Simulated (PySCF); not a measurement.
# C2H5GeNS (SMILES [CH3][GeH]([SH])[C]#N) at 5 levels

Aim: a comparison of 5 runs (B3LYP/6-31G*, CAM-B3LYP/pcseg-1, PBE0/def2-SVP, PBE/def2-SVPD, r2SCAN/def2-TZVP) of C2H5GeNS. The job is set up through a Python script.

The calculation is run with PySCF 2.14.0.

### Step 1. The system as given

C2H5GeNS has 10 atoms, charge 0, and is taken as a singlet. SMILES: `[CH3][GeH]([SH])[C]#N`. The shape comes from GFN2-xTB, which is rough for such elements, and wasn't checked as a minimum. This is one conformer, not always the lowest.

Bond lengths: C1–Ge2 1.969 Å, Ge2–S3 2.213 Å, Ge2–C4 1.936 Å, C4–N5 1.144 Å, C1–H6 1.088 Å, C1–H7 1.087 Å, C1–H8 1.088 Å, Ge2–H9 1.521 Å, S3–H10 1.328 Å. Some angles: C1–Ge2–S3 109.5°, C1–Ge2–C4 109.5°, S3–Ge2–C4 108.7°, Ge2–C4–N5 179.3°, C1–Ge2–H9 114.5°, S3–Ge2–H9 110.5°, C4–Ge2–H9 103.8°, Ge2–C1–H6 110.1°, Ge2–C1–H7 110.9°, Ge2–C1–H8 109.8°.

### Step 2. Energy and forces at B3LYP/6-31G(d) (spherical functions) (run 1)

The input, input.py:

```python
# [CH3][GeH]([SH])[C]#N
from pyscf import gto, dft

system = gto.Mole()
system.atom = '''
C   -1.110960  -1.156750  -0.081790
Ge   0.290260   0.143890   0.390570
S    2.222980  -0.505520  -0.470740
C   -0.163970   1.877470  -0.342550
N   -0.441100   2.895340  -0.785970
H   -0.869130  -2.133410   0.331280
H   -2.077880  -0.841800   0.302220
H   -1.179140  -1.247790  -1.164180
H    0.431920   0.406210   1.882240
H    2.897030   0.562350  -0.061100
'''
system.max_memory = 1860
system.charge = 0
system.verbose = 4
system.basis = '6-31g*'
system.build()

calc0 = dft.RKS(system, xc='b3lyp')
calc0.conv_tol = 1e-10
calc0.grids.level = 5
calc0.kernel()
if not calc0.converged:
    calc0 = calc0.newton().run(calc0.mo_coeff, calc0.mo_occ)

etot = calc0.e_tot
print('E = %.10f Eh' % etot)
grad = calc0.nuc_grad_method().kernel()
calc0.analyze()
```

The run is started by

```
$ OMP_NUM_THREADS=1 python input.py
```

What it wrote:

```text
PySCF version 2.14.0

[... 109 lines left out ...]
MO #7   energy= -14.3377501042982  occ= 2
[... 18 lines left out ...]
MO #26  energy= -0.588441659067564 occ= 2
[... 18 lines left out ...]
MO #45  energy= 0.125270181526234  occ= 0
[... 18 lines left out ...]
MO #64  energy= 0.696784529303681  occ= 0
[... 18 lines left out ...]
MO #83  energy= 1.52321707144739   occ= 0
[... 18 lines left out ...]
MO #102 energy= 3.46446670269151   occ= 0
[... 115 lines left out ...]
Dipole moment(X, Y, Z, Debye): -0.24581, -2.87814,  1.82626
```

Wall time 63 s (1 thread of Intel Xeon at 2.70GHz, shared host); peak memory 1 GiB.

### Step 3. Energy and gradient at CAM-B3LYP/pcseg-1 (run 2)

The input, start.xyz:

```xyz
10
C2H5GeNS
C     -1.110960    -1.156750    -0.081790
Ge     0.290260     0.143890     0.390570
S      2.222980    -0.505520    -0.470740
C     -0.163970     1.877470    -0.342550
N     -0.441100     2.895340    -0.785970
H     -0.869130    -2.133410     0.331280
H     -2.077880    -0.841800     0.302220
H     -1.179140    -1.247790    -1.164180
H      0.431920     0.406210     1.882240
H      2.897030     0.562350    -0.061100
```

The input, calc.py:

```python
# [CH3][GeH]([SH])[C]#N
import pyscf.grad
from pyscf import gto, dft

molecule = gto.M(
    atom='start.xyz',
    charge=0,
    spin=0,
    basis='pcseg-1',
    max_memory=1860,
    verbose=3,
)

mf = dft.RKS(molecule, xc='cam-b3lyp')
mf.grids.level = 5
mf.conv_tol = 1e-10
mf.kernel()
if not mf.converged:
    mf = mf.newton().run(mf.mo_coeff, mf.mo_occ)

energy = mf.e_tot
print('Final energy', energy)
grad = mf.Gradients().kernel()
dip = mf.dip_moment()
pop, q = mf.mulliken_pop()
```

The run is started by

```
$ OMP_NUM_THREADS=1 python calc.py
```

What it wrote:

```text
converged SCF energy = -2608.97374220251
Final energy -2608.97374220251
[... 8 lines left out ...]
Dipole moment(X, Y, Z, Debye): -0.06235, -2.98101,  1.89581
[... 123 lines left out ...]
charge of    9H =      0.12736
```

It took 2.4 min on 1 thread of Intel Xeon at 2.70GHz, shared host; peak memory 1.1 GiB.

Run 3 isn't shown in full; the table further down has it.

### Step 4. Energy and gradient at PBE/def2-SVPD (run 4)

The input, mol.xyz:

```xyz
10

C     -1.110960    -1.156750    -0.081790
Ge     0.290260     0.143890     0.390570
S      2.222980    -0.505520    -0.470740
C     -0.163970     1.877470    -0.342550
N     -0.441100     2.895340    -0.785970
H     -0.869130    -2.133410     0.331280
H     -2.077880    -0.841800     0.302220
H     -1.179140    -1.247790    -1.164180
H      0.431920     0.406210     1.882240
H      2.897030     0.562350    -0.061100
```

The input, calc.py:

```python
import pyscf.grad
from pyscf import gto, dft

molecule = gto.M(
    atom='mol.xyz',
    basis='def2-svpd',
    max_memory=1860,
    charge=0,
    verbose=4,
)

calc0 = dft.RKS(molecule, xc='pbe')
calc0.grids.level = 5
calc0.conv_tol = 1e-10
calc0.kernel()
if not calc0.converged:
    calc0 = calc0.newton().run(calc0.mo_coeff, calc0.mo_occ)

e_final = calc0.e_tot
print('E(%s) = %.9f' % ('PBE', e_final))
grad = calc0.Gradients().kernel()
dip = calc0.dip_moment()
pop, q = calc0.mulliken_pop()
```

The run is started by

```
$ OMP_NUM_THREADS=1 python calc.py
```

What it wrote:

```text
PySCF version 2.14.0

[... 85 lines left out ...]
converged SCF energy = -2608.05180624021
[... 13 lines left out ...]
Dipole moment(X, Y, Z, Debye): -0.11124, -3.14021,  1.69529
[... 176 lines left out ...]
charge of    9H =      0.24040
```

Wall time 2 min (1 thread of Intel Xeon at 2.70GHz, shared host); peak memory 2.1 GiB.

### Step 5. Energy and gradient at r2SCAN/def2-TZVP (run 5)

The input, job.py:

```python
from pyscf import gto, dft

mol = gto.M(
    atom='''
C       -1.110960      -1.156750      -0.081790
Ge       0.290260       0.143890       0.390570
S        2.222980      -0.505520      -0.470740
C       -0.163970       1.877470      -0.342550
N       -0.441100       2.895340      -0.785970
H       -0.869130      -2.133410       0.331280
H       -2.077880      -0.841800       0.302220
H       -1.179140      -1.247790      -1.164180
H        0.431920       0.406210       1.882240
H        2.897030       0.562350      -0.061100
''',
    spin=0,
    max_memory=1860,
    basis='def2-tzvp',
    verbose=4,
)

ks = dft.RKS(mol, xc='r2scan')
ks.conv_tol = 1e-10
ks.grids.level = 5
ks.kernel()
if not ks.converged:
    ks = ks.newton().run(ks.mo_coeff, ks.mo_occ)

etot = ks.e_tot
print('E(%s) = %.9f' % ('R2SCAN', etot))
grad = ks.nuc_grad_method().kernel()
dip = ks.dip_moment()
pop, q = ks.mulliken_pop()
```

The run is started by

```
$ OMP_NUM_THREADS=1 python job.py
```

What it wrote:

```text
PySCF version 2.14.0

[... 85 lines left out ...]
converged SCF energy = -2609.1369575298
[... 13 lines left out ...]
Dipole moment(X, Y, Z, Debye): -0.05320, -3.16939,  1.73161
[... 219 lines left out ...]
charge of    9H =      0.17287
```

Wall time 6.9 min (1 thread of Intel Xeon at 2.70GHz, shared host); peak memory 1.7 GiB.

### Step 6. The series

```
run                               level   energy (Eh)  dipole moment (D)  HOMO energy (eV)  LUMO energy (eV)  wall time
  1  B3LYP/6-31G* (spherical functions)  -2608.934269               3.42             -7.42             -0.76       63 s
  2                   CAM-B3LYP/pcseg-1  -2608.973742               3.53             -9.20              0.33    2.4 min
  3                       PBE0/def2-SVP  -2608.136646               3.37             -7.71             -0.50       72 s
  4                       PBE/def2-SVPD  -2608.051806               3.57             -6.64             -1.76      2 min
  5                    r2SCAN/def2-TZVP  -2609.136958               3.61             -6.89             -1.45    6.9 min
```

### Step 7. Results

| quantity | value |
| --- | --- |
| run 5: total energy | -2609.13696 Eh |
| run 5: dipole moment | 3.61 D |
| run 5: HOMO energy | -6.89 eV |
| run 5: LUMO energy | -1.45 eV |
| run 5: HOMO–LUMO gap | 5.44 eV |
| run 5: largest force on an atom | 1.558 eV/Å |

What this shows: The dipole moment (its size) runs from 3.37 D (PBE0/def2-SVP) to 3.61 D (r2SCAN/def2-TZVP). The two ends differ in method and basis. The HOMO–LUMO gap runs from 4.88 eV (PBE/def2-SVPD) to 9.53 eV (CAM-B3LYP/pcseg-1). Totals of different functionals can't be ranked against each other. All runs together took 14 min, the longest 6.9 min.
